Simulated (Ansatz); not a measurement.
**WSb2 (CdI2 type): other levels of theory at one geometry**

The task here is to estimate one member of a computed series from the others.

Program: Ansatz 0.2.0. Level of theory: DFT at several levels, plane waves, PAW. These are calculated values, not measurements.

1 further run of the same task is left out (it didn't finish). Runs told in other sessions of the task aren't counted.

## Starting point

It takes space group P-3m1 (No. 164, trigonal). Conventional cell: a = 3.465 Å, b = 3.465 Å, c = 6.717 Å, α = 90.00°, β = 90.00°, γ = 120.00°. W (site symmetry -3m) has 6 Sb at 2.77 Å in its first shell of neighbours. Around Sb (site symmetry 3m) lie 3 W at 2.77 Å.

As a file:

```cif
data_structure
_symmetry_space_group_name_H-M 'P 1'
_symmetry_Int_Tables_number 1
_cell_length_a 3.4649
_cell_length_b 3.4649
_cell_length_c 6.7174
_cell_angle_alpha 90.000
_cell_angle_beta 90.000
_cell_angle_gamma 120.000
_cell_volume 69.84
loop_
_atom_site_label
_atom_site_type_symbol
_atom_site_fract_x
_atom_site_fract_y
_atom_site_fract_z
_atom_site_occupancy
W1 W 0.00000 0.00000 0.00000 1
Sb1 Sb 0.33333 0.66667 0.28475 1
Sb2 Sb 0.66667 0.33333 0.71525 1
```

This cell comes from an earlier session at PBE: 23.281 Å³/atom at 0.01 GPa, on a 12×12×6 mesh, metallic.

Levels to run: PBE+SOC; r²SCAN; PBEsol; LDA. Hardware: 2 threads of Intel Xeon 6975P-C (Granite Rapids), shared host.

Set-up of the first run:

File input.yaml:

```yaml
crystal:
  lattice:
    - [3.4649380352, 0.0, 0.0]
    - [-1.7324690176, 3.0007243611, 0.0]
    - [0.0, 0.0, 6.7174239015]
  atoms:
    - { symbol: W, position: [0.0, 0.0, 0.0] }
    - { symbol: Sb, position: [0.3333333333, 0.6666666667, 0.2847523219] }
    - { symbol: Sb, position: [0.6666666667, 0.3333333333, 0.7152476781] }
basis:
  ecutwfc: 420
  ecutrho_ratio: 4
kpoints:
  mp_grid: { grid: [12, 12, 6] }
hamiltonian:
  xc: pbe
scf:
  occupations: { method: gaussian, width: 0.05 }
output:
  forces: true
  stress: true
  eigenvalues: true
  populations: true
  dos: { projected: true, de: 0.02 }
  write_density: true
  write_potential: true
  elf: true
  volumetric_format: npy
magnetization:
  noncollinear: true
  spin_orbit: true
```

Launch:

```
$ ansatz run input.yaml --threads 2 --pin off --max-ram 2662MiB --backend cpu --events-out ev --progress --plain --runs-dir out
```

Steps of the session up to this table: PBE+SOC; r²SCAN; PBEsol; LDA.

One table of the session follows, with a row left open; its other results are not shown here.

| level | pressure (GPa) |
| --- | --- |
| PBE | 0.0 |
| LDA | -6.5 |
| PBEsol | -4.3 |
| PBE+SOC | ? |
| r²SCAN | -1.6 |

**Question.** Estimate the row for PBE+SOC.

The run gave: pressure (GPa): 0.2. In the column «pressure (GPa)» it is the highest.

The pressure runs from -6.5 GPa (LDA) to 0.2 GPa (PBE+SOC); a negative pressure means that level wants a smaller cell, a positive one a larger cell. Total energies of different levels have different zeros and can't be compared.
